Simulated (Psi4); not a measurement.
# triplet SiNH4ClO at 3 levels

Wanted: a comparison of 3 runs (UHF/6-31G*, UPBE/6-31G*, UMP2/6-31G*) of triplet SiNH4ClO. Input form: a Python script.

The results are computed with Psi4 1.11.

**1. The molecule**

The species is SiNH4ClO (8 atoms), meant as a triplet with charge 0. As SMILES of the parent species, `N[SiH](O)Cl`. The coordinates come from a PBE0-D4/def2-TZVP relaxation. This is one conformer, not always the lowest. That shape belongs to the parent species and isn't relaxed for this state.

Bond lengths: N1–Si2 1.700 Å, Si2–O3 1.631 Å, Si2–Cl4 2.058 Å, N1–H5 1.006 Å, N1–H6 1.007 Å, Si2–H7 1.474 Å, O3–H8 0.960 Å. Angles: N1–Si2–O3 111.2°, N1–Si2–Cl4 104.5°, O3–Si2–Cl4 112.6°, N1–Si2–H7 117.4°, O3–Si2–H7 103.8°, Cl4–Si2–H7 107.5°, Si2–N1–H5 120.7°, Si2–N1–H6 121.4°, Si2–O3–H8 116.7°, H5–N1–H6 112.4°.

**2. A single-point energy at UHF/6-31G(d) (spherical functions) (run 1)**

Contents of clh4nosi.py:

```python
import psi4

psi4.set_memory(2200000000)
psi4.set_num_threads(1)
psi4.set_output_file('psi4.out', False)

mol = psi4.geometry("""
0 3
N
Si 1 1.699958
O 2 1.631159 1 111.16815
Cl 2 2.057647 3 112.62392 1 -116.84752
H 1 1.005993 2 120.73598 3 -147.44535
H 1 1.006997 5 112.38893 2 154.29842
H 2 1.474444 3 103.78735 1 127.15508
H 3 0.959805 2 116.72124 7 176.43377
units angstrom
symmetry c1
no_reorient
no_com
""")

psi4.set_options({
    'basis': '6-31G*',
    'reference': 'uhf',
    'puream': True,
    'e_convergence': 1e-09,
    'd_convergence': 1e-08,
    'scf_type': 'pk',
    'maxiter': 100,
})

energy_value, wavefunction = psi4.energy("scf", molecule=mol, return_wfn=True)
print(f'scf energy: {energy_value:.10f} Eh')
```

Command:

```console
$ python clh4nosi.py
```

psi4.out:

```text
[...]
  Running in c1 symmetry.
[...]
  Nuclear repulsion =  228.759090327484358
[...]
  Multiplicity = 3
[...]
  Nalpha       = 26
  Nbeta        = 24
[...]
    Number of basis functions: 72
[...]
   @UHF iter   1:  -879.64163187235113   -1.70074e-01   7.71337e-03 DIIS/ADIIS
[...]
   @UHF iter  25:  -879.90453954457712   -4.20641e-12   8.42686e-09 DIIS
[...]
   @S^2 Observed:                2.007541602E+00
[...]
  @UHF Final Energy:  -879.90453954457712
   => Energetics <=
    Nuclear Repulsion Energy =            228.7590903274843583
    One-Electron Energy =               -1670.5781351276505120
    Two-Electron Energy =                 561.9145052555891198
    Total Energy =                       -879.9045395445771192
  UHF NO Occupations:
  HONO-2 :   24  A 1.9975333
  HONO-1 :   25  A 1.0000000
[...]
 Multipole Moments:
 ------------------------------------------------------------------------------------
     Multipole            Electronic (a.u.)      Nuclear  (a.u.)        Total (a.u.)
 ------------------------------------------------------------------------------------
 L = 1.  Multiply by 2.5417464519 to convert [e a0] to [Debye]
 Dipole X            :          4.2511063           -4.0010597            0.2500466
 Dipole Y            :          2.1291677           -2.3994612           -0.2702935
 Dipole Z            :          3.1571298           -3.7787573           -0.6216275
 Magnitude           :                                                    0.7224975
[...]
```

The script printed:

```text
scf energy: -879.9045395446 Eh
```

Run time: 3.6 s. Hardware: 1 thread of AMD EPYC 7R43 (Zen 3), shared host; peak memory 0.23 GiB.

**3. Energy and forces at UPBE/6-31G(d) (spherical functions) (run 2)**

Contents of clh4nosi.xyz:

```xyz
8
ClH4NOSi
N     -0.749800     0.885600    -0.289000
Si     0.524400    -0.226200    -0.115300
O      0.551300    -0.861300     1.386900
Cl     0.173100    -1.641600    -1.566900
H     -1.217200     0.998000    -1.172700
H     -0.806900     1.712400     0.283000
H      1.896700     0.277200    -0.308600
H     -0.279500    -1.201200     1.726700
```

Contents of clh4nosi.py:

```python
import psi4

psi4.set_memory('2200 MB')
psi4.set_num_threads(1)
psi4.set_output_file('run.log', False)

with open('clh4nosi.xyz') as f:
    atoms = ''.join(f.readlines()[2:])
molecule = psi4.geometry('0 3\n' + atoms + 'symmetry c1')

psi4.set_options({
    'basis': '6-31G*',
    'reference': 'uks',
    'puream': True,
    'e_convergence': 1e-09,
    'd_convergence': 1e-08,
    'scf_type': 'pk',
    'dft_radial_points': 99,
    'dft_spherical_points': 590,
    'maxiter': 100,
})

e, wfn = psi4.gradient('pbe', return_wfn=True)
psi4.oeprop(wfn, 'LOWDIN_CHARGES', 'DIPOLE', 'MAYER_INDICES')
print('gradient / Eh bohr^-1')
print(e.np.round(6))
print(f'energy = {wfn.energy():.10f} Eh')
```

Command:

```console
$ python clh4nosi.py
```

run.log:

```text
[...]
  Running in c1 symmetry.
[...]
  Nuclear repulsion =  228.759091773363366
[...]
  Multiplicity = 3
[...]
  Nalpha       = 26
  Nbeta        = 24
[...]
    Number of basis functions: 72
[...]
   @UKS iter   1:  -880.77174647517518    5.92657e-01   1.56663e-02 ADIIS/DIIS
[...]
   @UKS iter  20:  -881.40363585839782   -3.41061e-12   6.27607e-09 DIIS
[...]
   @S^2 Observed:                2.002602227E+00
[...]
  @UKS Final Energy:  -881.40363585839782
   => Energetics <=
    Nuclear Repulsion Energy =            228.7590917733633660
    One-Electron Energy =               -1671.3731794805755726
    Two-Electron Energy =                 626.9542997569983527
    DFT Exchange-Correlation Energy =     -65.7438479081840370
    Empirical Dispersion Energy =           0.0000000000000000
    VV10 Nonlocal Energy =                  0.0000000000000000
    Total Energy =                       -881.4036358583978199
[...]
  -Total Gradient:
     Atom            X                  Y                   Z
    ------   -----------------  -----------------  -----------------
       1        0.008193707676    -0.008719702322     0.004893676971
       2       -0.034706017144     0.027833366762    -0.018686443255
       3       -0.028959361136     0.014153061669    -0.020706988122
       4       -0.002771186723     0.009455767320     0.011678488755
       5        0.045556234819    -0.004540951989     0.061073705741
       6        0.001051653164    -0.042407275686    -0.039933527339
       7       -0.011190716344    -0.003573035664     0.009639665384
       8        0.022825109351     0.007808865474    -0.007968310257
[...]
```

Standard output:

```text
gradient / Eh bohr^-1
[[ 0.008194 -0.00872   0.004894]
 [-0.034706  0.027833 -0.018686]
 [-0.028959  0.014153 -0.020707]
 [-0.002771  0.009456  0.011678]
 [ 0.045556 -0.004541  0.061074]
 [ 0.001052 -0.042407 -0.039934]
 [-0.011191 -0.003573  0.00964 ]
 [ 0.022825  0.007809 -0.007968]]
energy = -881.4036358584 Eh
```

Run time: 38 s. Hardware: 1 thread of AMD EPYC 7R43 (Zen 3), shared host; peak memory 1 GiB.

**4. A single-point energy at UMP2/6-31G(d) (spherical functions) (run 3)**

clh4nosi.xyz is that of step 3.

Contents of run.py:

```python
import psi4

psi4.set_memory(2200000000)
psi4.set_num_threads(1)
psi4.core.set_output_file('clh4nosi.out', False)

with open('clh4nosi.xyz') as f:
    atoms = ''.join(f.readlines()[2:])
mol = psi4.geometry('0 3\n' + atoms + 'symmetry c1\nno_reorient\nno_com')

psi4.set_options({
    'basis': '6-31G*',
    'reference': 'uhf',
    'puream': True,
    'e_convergence': 1e-09,
    'd_convergence': 1e-08,
    'scf_type': 'pk',
    'num_frozen_docc': 12,
    'mp2_type': 'conv',
    'maxiter': 100,
})

e_tot, wfn = psi4.energy('mp2', return_wfn=True)
print('E =', round(e_tot, 9))
```

Command:

```console
$ python run.py
```

clh4nosi.out:

```text
[...]
  Running in c1 symmetry.
[...]
  Nuclear repulsion =  228.759091773363366
[...]
  Multiplicity = 3
[...]
  Nalpha       = 26
  Nbeta        = 24
[...]
    Number of basis functions: 72
[...]
   @UHF iter   1:  -879.64163196556763   -1.70074e-01   7.71337e-03 DIIS/ADIIS
[...]
   @UHF iter  25:  -879.90453953084329   -4.32010e-12   8.42690e-09 DIIS
[...]
   @S^2 Observed:                2.007541602E+00
[...]
  @UHF Final Energy:  -879.90453953084329
   => Energetics <=
    Nuclear Repulsion Energy =            228.7590917733633660
    One-Electron Energy =               -1670.5781374709222291
    Two-Electron Energy =                 561.9145061667156824
    Total Energy =                       -879.9045395308432944
  UHF NO Occupations:
  HONO-2 :   24  A 1.9975333
  HONO-1 :   25  A 1.0000000
[...]
 Multipole Moments:
 ------------------------------------------------------------------------------------
     Multipole            Electronic (a.u.)      Nuclear  (a.u.)        Total (a.u.)
 ------------------------------------------------------------------------------------
 L = 1.  Multiply by 2.5417464519 to convert [e a0] to [Debye]
 Dipole X            :        -17.7720596           17.0816124           -0.6904472
 Dipole Y            :         56.8292345          -56.6517216            0.1775129
 Dipole Z            :         35.3624556          -35.2450930            0.1173626
 Magnitude           :                                                    0.7224972
[...]
	SCS-MP2 Total Energy (a.u.)        :  -880.41010420457053
	SOS-MP2 Total Energy (a.u.)        :  -880.36388276320076
	SCSN-MP2 Total Energy (a.u.)       :  -880.14858874127583
[...]
	SOS-PI-MP2 Total Energy (a.u.)     :  -880.44043996859375
[...]
	MP2 Total Energy (a.u.)            :  -880.42598988191730
[...]
```

Standard output:

```text
E = -880.425989882
```

Run time: 5.4 s. Hardware: 1 thread of AMD EPYC 7R43 (Zen 3), shared host; peak memory 0.3 GiB.

**5. All runs side by side**

```csv
run,level,task,integration grid,energy (Eh),dipole moment (D),HOMO energy (eV),LUMO energy (eV),wall time
1,UHF/6-31G* (spherical functions),energy,–,-879.904540,1.84,-2.69,-0.41,3.6 s
2,UPBE/6-31G* (spherical functions),gradient,99 radial × 590 angular,-881.403636,1.45,-0.51,–,38 s
3,UMP2/6-31G* (spherical functions),energy,–,-880.425990,–,-2.69,-0.41,5.4 s
```

**6. Outcome**

| quantity | value |
| --- | --- |
| run 3: total energy | -880.42599 Eh |
| run 3: HOMO energy (Hartree–Fock orbitals) (highest over α and β) | -2.69 eV |
| run 3: LUMO energy (Hartree–Fock orbitals) (lowest over α and β) | -0.41 eV |
| run 3: correlation energy (12 core orbitals frozen) | -521.5 mEh |
| run 3: ⟨S²⟩ of the reference determinant | 2.008 |

All runs together took 47 s, the longest 38 s.
